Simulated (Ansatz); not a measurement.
# C₃H₈BGaO: basis-set convergence

An exercise on one series of results from a longer session: the logs are not shown, and one member is left open.

Program: Ansatz 0.2.0, Gaussian basis. Level of theory: one geometry, several basis sets. These are calculated values, not measurements.

Plan: PBE0-D4/def2-SVP; ωB97M-V/def2-SVP; PBE0-D4/def2-QZVPP; ωB97M-V/def2-QZVPP; the functionals' def2-TZVPP values are taken from earlier runs.

## The geometry

All runs share one geometry, relaxed beforehand with PBE0-D4 in a triple-zeta def2 set.

14 atoms, charge 0, spin multiplicity 1.

Atoms are counted from 1 here; the program's logs count them from 0.

Bond lengths: C1–C2 1.524 Å, C1–H7 1.093 Å, C1–H8 1.093 Å, C1–H9 1.093 Å, C2–B3 1.615 Å, C2–H10 1.095 Å, C2–H11 1.095 Å, B3–Ga4 2.126 Å, B3–C5 1.482 Å, B3–H14 1.221 Å, Ga4–H12 1.575 Å, Ga4–H13 1.577 Å, C5–O6 1.140 Å. Angles: C2–C1–H7 111.5°, C2–C1–H8 111.1°, C2–C1–H9 111.6°, H7–C1–H8 107.6°, H7–C1–H9 107.6°, H8–C1–H9 107.3°, C1–C2–B3 112.5°, C1–C2–H10 109.0°, C1–C2–H11 109.4°, B3–C2–H10 109.0°, B3–C2–H11 110.9°, H10–C2–H11 105.8°, C2–B3–Ga4 119.6°, C2–B3–C5 118.4°, C2–B3–H14 118.8°, Ga4–B3–C5 97.2°, Ga4–B3–H14 93.5°, C5–B3–H14 104.6° and more.

The first run:

in.yaml reads:

```yaml
crystal:
  periodic: [false, false, false]
  atoms:
    - {symbol: C, position_ang: [-1.333367, 0.045028, -1.347512]}
    - {symbol: C, position_ang: [-0.600314, 0.950942, -0.365889]}
    - {symbol: B, position_ang: [0.767219, 0.288731, 0.181493]}
    - {symbol: Ga, position_ang: [0.702749, -1.593671, 1.167894]}
    - {symbol: C, position_ang: [1.538079, 1.015667, 1.218380]}
    - {symbol: O, position_ang: [2.123287, 1.518187, 2.057713]}
    - {symbol: H, position_ang: [-2.239821, 0.521111, -1.730873]}
    - {symbol: H, position_ang: [-0.700163, -0.199315, -2.204793]}
    - {symbol: H, position_ang: [-1.627329, -0.899055, -0.881980]}
    - {symbol: H, position_ang: [-0.364591, 1.898317, -0.862384]}
    - {symbol: H, position_ang: [-1.268876, 1.206192, 0.462699]}
    - {symbol: H, position_ang: [-0.479444, -2.579741, 0.834742]}
    - {symbol: H, position_ang: [1.875223, -2.093678, 2.095963]}
    - {symbol: H, position_ang: [1.607337, -0.078712, -0.625453]}
basis:
  gaussian: {orbitals: def2-SVP}
hamiltonian: {xc: pbe0, dispersion: d4}
output: {orbitals: {seedname: orbitals}}
```

On the command line:

```sh
ansatz run in.yaml --threads 2 --pin off --events-out ev --progress --plain --max-ram 32768MiB --backend cpu
```

Steps of the session up to this table: PBE0-D4 in def2-SVP; ωB97M-V in def2-SVP; PBE0-D4 in def2-QZVPP; ωB97M-V in def2-QZVPP.

One table of the session follows, with a row left open; its other results are not shown here.

It belongs to the step «Functionals by basis». 

| functional | basis | HOMO (eV) | LUMO (eV) |
| --- | --- | --- | --- |
| PBE0-D4 | def2-SVP | -6.93 | -1.56 |
| PBE0-D4 | def2-TZVPP | -6.97 | -1.61 |
| PBE0-D4 | def2-QZVPP | -6.98 | -1.64 |
| ωB97M-V | def2-SVP | -8.89 | 0.17 |
| ωB97M-V | def2-TZVPP | ? | ? |
| ωB97M-V | def2-QZVPP | -8.97 | -0.07 |

Q: Estimate the row for ωB97M-V, def2-TZVPP from the others.

**Answer.** HOMO (eV): -8.96; LUMO (eV): 0.09. In the column «HOMO (eV)» it lies between ωB97M-V, def2-QZVPP (-8.97) and ωB97M-V, def2-SVP (-8.89).
